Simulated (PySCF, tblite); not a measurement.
**C₄H₆GeO₂S₂: geometry, infrared bands and NMR shifts**

Wanted: the infrared bands and NMR shifts of C₄H₆GeO₂S₂ (`O=C(O)CC(=C=S)[S][GeH3]`), by calculation.

Computed with tblite 0.8.0 and PySCF 2.14.0, with density-fitted response routines of our own, on a single molecule in the gas phase. Atoms are numbered from 0 throughout.

### 1 The starting structure

15 atoms, charge 0, multiplicity 1; geometry from: force field or distance geometry start.

Bonds of the start (Å): O0–C1 1.24, C1–O2 1.40, C1–C3 1.50, C3–C4 1.49, C4–C5 1.32, C5–S6 1.61, C4–S7 1.80, S7–Ge8 2.23, O2–H9 1.02, C3–H10 1.12, C3–H11 1.11, Ge8–H12 1.55, Ge8–H13 1.55, Ge8–H14 1.55.

### 2 Geometry optimisation with GFN2-xTB

Job settings and geometry (Å):

```
{"job": {"kind": "relax", "xc": "GFN2-xTB", "basis": "xTB"}, "charge": 0, "multiplicity": 1}
O     -2.650300     0.408600     0.269400
C     -1.610000    -0.092600     0.728400
O     -1.443000    -1.483100     0.766400
C     -0.502000     0.793000     1.223000
C      0.432200     1.149000     0.122300
C      0.027600     1.921400    -0.864000
S     -0.462100     2.872700    -2.069900
S      2.167100     0.688300     0.200800
Ge     1.834600    -1.202800    -0.937500
H     -2.187500    -2.090600     0.421700
H      0.053300     0.248100     2.027500
H     -0.930700     1.705200     1.684400
H      0.960400    -0.905400    -2.181900
H      3.201500    -1.782500    -1.380300
H      1.104500    -2.221300    -0.032400
```

Launch:

```
> OMP_NUM_THREADS=1 python probes_run.py task.json out
```

One launch serves the whole session: the jobs run in the order shown.

**Question.** This job is followed by: GFN2-xTB harmonic vibrations, gas phase; GIAO PBE0/pcSseg-1 NMR shielding, non-relativistic, gas phase. Predict these results of the whole session: strongest single infrared mode (GFN2-xTB); zero-point energy (GFN2-xTB); ¹³C shifts against TMS (PBE0/pcSseg-1); ¹H shifts against TMS (PBE0/pcSseg-1, means over atoms taken as alike); ¹⁷O shifts against H2O (PBE0/pcSseg-1); ³³S shifts against CS2 (PBE0/pcSseg-1); ⁷³Ge shifts against GeMe4 (PBE0/pcSseg-1); surface potential, 1st and 99th percentile.

The runs gave:

| quantity | value |
| --- | --- |
| strongest single infrared mode (GFN2-xTB) | 1802 cm⁻¹, 628 km/mol |
| zero-point energy (GFN2-xTB) | 53.8 kcal/mol |
| ¹³C shifts against TMS (PBE0/pcSseg-1) | 263.9, 173.8, 81.3, 40.1 ppm |
| ¹H shifts against TMS (PBE0/pcSseg-1, means over atoms taken as alike) | 6.15, 4.69, 3.37 ppm |
| ¹⁷O shifts against H2O (PBE0/pcSseg-1) | 446.7, 228.5 ppm |
| ³³S shifts against CS2 (PBE0/pcSseg-1) | 350, -76 ppm |
| ⁷³Ge shifts against GeMe4 (PBE0/pcSseg-1) | -145 ppm |
| surface potential, 1st and 99th percentile | -1.34 V and 2.62 V |

Relaxing lowered the energy by 0.718 eV in 140 steps; the close pair that moved most is C1–O2, from 1.401 to 1.343 Å. No mode is imaginary among the 39: a minimum at this level. The strongest single mode, at 1802 cm⁻¹, moves mainly C1 and O0. Unscaled tight-binding wavenumbers are off by several per cent, some by more. Its intensities can rank the bands wrongly. At PBE0/pcSseg-1: The largest span, 831 ppm, is at S6, where the paramagnetic term is -904 ppm. By nearest atom (PBE0/pcSseg-1), the HOMO sits on S6 41 %; C4 27 % and the LUMO on C5 41 %; S6 36 %. Spin-orbit coupling is left out, which matters for shieldings and couplings at and beside the heavy atoms.
